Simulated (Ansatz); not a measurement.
# Sn3GeSe4: the cost of one run

Method: DFT PBE, scalar-relativistic, plane waves, PAW, unless a step names another level, in Ansatz 0.2.0.

1 further run of the same task is left out (set aside as unsound or not needed).

## Step 1: The system as given

Symmetry: P4/mmm, No. 123, tetragonal system. The conventional cell has a = 4.225 Å, b = 4.225 Å, c = 11.939 Å, α = 90.00°, β = 90.00°, γ = 90.00°. Sn (site symmetry 4mm) is surrounded by 6 Se at 2.93 to 3.04 Å. Around Sn (site symmetry 4/mmm) lie 6 Se at 2.99 to 3.10 Å. Ge (site symmetry 4/mmm) is surrounded by 6 Se at 2.87 to 2.99 Å. Se (site symmetry 4/mmm) is surrounded by 2 Sn at 2.93 Å and 4 Ge at 2.99 Å. Se (site symmetry 4mm) has 1 Ge at 2.87 Å and 5 Sn at 2.99 to 3.10 Å as nearest neighbours. Se (site symmetry 4/mmm) has 6 Sn at 2.99 to 3.04 Å as nearest neighbours.

As a file:

```cif
data_structure
_symmetry_space_group_name_H-M 'P4/mmm'
_symmetry_Int_Tables_number 123
_cell_length_a 4.2246
_cell_length_b 4.2246
_cell_length_c 11.9393
_cell_angle_alpha 90.000
_cell_angle_beta 90.000
_cell_angle_gamma 90.000
_cell_volume 213.08
loop_
_atom_site_label
_atom_site_type_symbol
_atom_site_symmetry_multiplicity
_atom_site_Wyckoff_symbol
_atom_site_fract_x
_atom_site_fract_y
_atom_site_fract_z
_atom_site_occupancy
Sn1 Sn 2 g 0.00000 0.00000 0.75466 1
Sn2 Sn 1 d 0.50000 0.50000 0.50000 1
Ge1 Ge 1 c 0.50000 0.50000 0.00000 1
Se1 Se 1 a 0.00000 0.00000 0.00000 1
Se2 Se 2 h 0.50000 0.50000 0.24038 1
Se3 Se 1 b 0.00000 0.00000 0.50000 1
```

It is the end of an earlier relaxation with the same method, from a generated guess; it needn't be the stable form of this composition. At a tolerance of 0.05 Å it has space group P4/mmm (No. 123); it has 26.63 Å³/atom, an uncorrected energy of -0.36 eV/atom over the elements.

## Step 2: Bands, states and charges

input.yaml

```yaml
crystal:
  lattice:
    - [4.2245612819, 0.0, 0.0]
    - [0.0, 4.2245612819, 0.0]
    - [0.0, 0.0, 11.9392506063]
  atoms:
    - { symbol: Sn, position: [0.0, 0.0, 0.7546571867] }
    - { symbol: Sn, position: [0.0, 0.0, 0.2453428133] }
    - { symbol: Sn, position: [0.5, 0.5, 0.5] }
    - { symbol: Ge, position: [0.5, 0.5, 0.0] }
    - { symbol: Se, position: [0.0, 0.0, 0.0] }
    - { symbol: Se, position: [0.5, 0.5, 0.2403797237] }
    - { symbol: Se, position: [0.0, 0.0, 0.5] }
    - { symbol: Se, position: [0.5, 0.5, 0.7596202763] }
basis:
  ecutwfc: 420
kpoints:
  mp_grid: { grid: [10, 10, 4] }
  band_path:
    path:
      - [[0.0, 0.0, 0.0], [0.0, 0.5, 0.0], [0.5, 0.5, 0.0], [0.0, 0.0, 0.0], [0.0, 0.0, 0.5], [0.0, 0.5, 0.5], [0.5, 0.5, 0.5], [0.0, 0.0, 0.5]]
      - [[0.0, 0.5, 0.0], [0.0, 0.5, 0.5]]
      - [[0.5, 0.5, 0.0], [0.5, 0.5, 0.5]]
    npoints: 14
hamiltonian:
  xc: pbe
scf:
  occupations: { method: gaussian, width: 0.1 }
  n_extra_bands: 20
output:
  forces: true
  stress: true
  eigenvalues: true
  populations: true
  dos: { projected: true, de: 0.02, nscf_kmesh: { grid: [12, 12, 5] } }
  bader: true
  write_density: true
  write_potential: true
  elf: true
  volumetric_format: npy
```

Command:

```sh
> ansatz run input.yaml --threads 1 --pin off --max-ram 2560MiB --backend cpu --events-out ev --progress --plain --runs-dir out
```

**Question.** How long does this run take on 1 thread of Arm Neoverse V2, shared host, and how much memory does it need?

About 3.5 min, with a peak of 1.5 GiB.
